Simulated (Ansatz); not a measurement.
This script makes an equation of state with a fit of ZrB₂, space group P6/mmm with Ansatz 0.2.0, Python API.

Script `eos_zrb2.py`:
```python
"""Equation of state of ZrB2."""

from dataclasses import dataclass
import logging
import sys

import ansatz as az
from ase.eos import EquationOfState
from ase.units import GPa
import numpy as np

logging.basicConfig(stream=sys.stdout, format="%(name)s: %(message)s")
logger = logging.getLogger("calc")
logger.setLevel(logging.INFO)


@dataclass(frozen=True)
class RunConfig:
    functional: str = "pbe"
    cutoff_ev: int = 420
    occupations: str = "fermi_dirac"
    width_ev: float = 0.15
    kgrid: tuple[int, ...] = (10, 10, 8)


opts = RunConfig()

VECTORS = np.array([
    [3.17, 0.0, 0.0],
    [-1.585, 2.745301, 0.0],
    [0.0, 0.0, 3.533],
])
SITES = [
    ("Zr", (0.0, 0.0, 0.0)),
    ("B", (1 / 3, 2 / 3, 0.5)),
    ("B", (2 / 3, 1 / 3, 0.5)),
]


def make_crystal(cell):
    crystal = az.Crystal(lattice=az.Lattice.of(cell))
    for symbol, position in SITES:
        crystal = crystal.atom(symbol, position)
    return crystal

# uniform scaling of the cell
volumes, energies, pressures = [], [], []
for scale in np.linspace(0.95, 1.07, 5):
    cell = VECTORS * scale ** (1 / 3)
    base = (
        make_crystal(cell).calculation()
        .functional(opts.functional)
        .basis(opts.cutoff_ev)  # a bare number is in eV
        .occupations(opts.occupations, width=opts.width_ev)
        .kpoints(*opts.kgrid)
        .stress()
    )
    rep = base.run().report
    volumes.append(abs(np.linalg.det(cell)) / len(SITES))
    energies.append(rep["free_energy_ev"] / len(SITES))
    pressures.append(np.trace(rep["stress_gpa"]) / 3)
    logger.info(f"V = {volumes[-1]:8.4f} A^3/atom  F = {energies[-1]:.5f} eV/atom  P = {pressures[-1]:8.3f} GPa")

eos = EquationOfState(volumes, energies, eos="vinet")
v0, e0, bulk = eos.fit()
logger.info(f"V0 = {v0:.4f} A^3/atom, E0 = {e0:.5f} eV/atom, B = {bulk / GPa:.1f} GPa")
```

From its runs, with one value withheld:

| V (Å³/atom) | F less the lowest row shown (meV/atom) |
| --- | --- |
| 9.736 | 23.53 |
| 10.044 | 4.07 |
| 10.351 | 0.00 |
| 10.659 | 9.24 |
| 10.966 | ? |

What is the missing energy at 10.966 Å³ an atom?

A third-order Birch-Murnaghan fit, E = E0 + (9 V0 B0 / 16) [(t - 1)³ B' + (t - 1)² (6 - 4t)] with t = (V0/V)^(2/3), through the 4 rows shown gives V0 = 10.285 Å³, B0 = 238.9 GPa, B' = 3.87 and E0 = -0.32 meV. At V = 10.966 Å³, t = 0.95815, and the fit extrapolates to 29.99 meV. The run gave 29.96 meV, a miss of 0.03 meV.

What to keep in mind:
- Spin is left out of this run.
- Shape and fractional positions are held along the curve, so the bulk modulus is an upper value where they are free to relax.
- For a metal this k-point mesh is coarse: on a finer one energies can move by several to tens of meV an atom and pressures by half a GPa or more, differences at one mesh by less.
- Pressure is positive in compression.
- The structure is a deposited one; some such entries were measured under pressure or heat, so a shift against it needn't be the functional's error alone.
- Hardware and time: 11 s on 1 thread of Intel(R) Xeon(R) Platinum 8259CL CPU @ 2.50GHz (Skylake/Cascade Lake), on a shared host, peak memory 0.41 GiB.
